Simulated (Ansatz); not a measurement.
# CH5FSSi2: a ladder of functionals and wavefunction methods

How much do the methods differ for CH5FSSi2? The plan is to run it at one geometry with functionals of several rungs and with coupled cluster, and see how far each lands from CCSD(T) at the basis-set limit for the atomisation energy.

Method: functionals in def2-TZVPP, the program's frozen cores in correlated methods; program: Ansatz 0.2.0, Gaussian basis.

The runs, in order: PBE-D4, r2SCAN-D4, PBE0-D4, B3LYP-D4, ωB97X-V, ωB97M-V, B2PLYP; CCSD(T)/def2-TZVPP; MP2/def2-QZVPP; extrapolation to the limit.

## 1. The geometry

An earlier PBE0-D4 in a triple-zeta def2 set relaxation fixed the geometry.

SMILES `C[Si]1(F)[SiH2]S1`, 10 atoms, charge 0, spin multiplicity 1.

Atoms are counted from 1 here; the program's logs count them from 0.

Bond lengths: C1–Si2 1.849 Å, C1–H6 1.091 Å, C1–H7 1.093 Å, C1–H8 1.092 Å, Si2–F3 1.600 Å, Si2–Si4 2.239 Å, Si2–S5 2.125 Å, Si4–S5 2.177 Å, Si4–H9 1.484 Å, Si4–H10 1.482 Å. Angles: Si2–C1–H6 110.1°, Si2–C1–H7 109.9°, Si2–C1–H8 110.6°, H6–C1–H7 108.7°, H6–C1–H8 109.1°, H7–C1–H8 108.4°, C1–Si2–F3 107.7°, C1–Si2–Si4 128.5°, C1–Si2–S5 117.8°, F3–Si2–Si4 119.5°, F3–Si2–S5 114.8°, Si4–Si2–S5 59.8°, Si2–Si4–S5 57.5°, Si2–Si4–H9 124.1°, Si2–Si4–H10 122.6°, S5–Si4–H9 114.2°, S5–Si4–H10 114.2°, H9–Si4–H10 111.0° and more.

## 2. PBE-D4 (GGA)

in.yaml reads:

```yaml
crystal:
  periodic: [false, false, false]
  atoms:
    - {symbol: C, position_ang: [0.300934, -1.096426, 1.345776]}
    - {symbol: Si, position_ang: [0.610974, 0.019190, -0.095744]}
    - {symbol: F, position_ang: [2.104313, -0.246454, -0.603663]}
    - {symbol: Si, position_ang: [-0.877442, 0.946515, -1.487764]}
    - {symbol: S, position_ang: [0.089494, 2.068789, 0.107176]}
    - {symbol: H, position_ang: [-0.720454, -0.968094, 1.706690]}
    - {symbol: H, position_ang: [0.992395, -0.855823, 2.157269]}
    - {symbol: H, position_ang: [0.451127, -2.140293, 1.062140]}
    - {symbol: H, position_ang: [-2.348041, 0.820146, -1.336189]}
    - {symbol: H, position_ang: [-0.520198, 1.401248, -2.852693]}
basis:
  gaussian: {orbitals: def2-TZVPP}
hamiltonian: {xc: pbe, dispersion: d4}
output: {forces: true, orbitals: {seedname: orbitals}}
```

Started as:

```bash
$ ansatz run in.yaml --threads 4 --pin off --events-out ev --progress --plain --max-ram 10444MiB
```

After this run come: r2SCAN-D4 (meta-GGA); PBE0-D4 (hybrid); B3LYP-D4 (hybrid); ωB97X-V (range-separated); ωB97M-V (range-separated); B2PLYP (double hybrid); CCSD(T) in def2-TZVPP; MP2 in def2-QZVPP.

**Question.** What will the summary of the whole plan be? Wanted: atomisation energy, CCSD(T)/CBS; farthest; mean size of error, hybrid; mean size of error, range-separated; gap, smallest and largest; T1 diagnostic; triples share of the correlation energy.

The runs gave:

```
                               quantity                                 value
        atomisation energy, CCSD(T)/CBS                        858.3 kcal/mol
functionals within 4.3 kcal/mol (0.5 %)                      PBE0-D4, ωB97M-V
                               farthest               B2PLYP (-15.4 kcal/mol)
             mean size of error, hybrid                          4.8 kcal/mol
    mean size of error, range-separated                          3.2 kcal/mol
              gap, smallest and largest  4.85 eV (PBE-D4), 10.95 eV (ωB97X-V)
                          T1 diagnostic                                0.0129
triples share of the correlation energy                                 4.0 %
```

What this shows: PBE-D4 misses by +8.2 kcal/mol. Double hybrids carry the basis error of their MP2 part in triple zeta, and no dispersion term here, so their miss is partly the set-up's. Misses under about 4.3 kcal/mol are within the doubt on the reference itself, which lacks core-valence correlation, relativity and higher excitations. Hartree-Fock recovers 74 % of the binding; the rest is correlation. The gap grows from 4.8 to 10.9 eV across the functionals, mostly with the share of exact exchange.
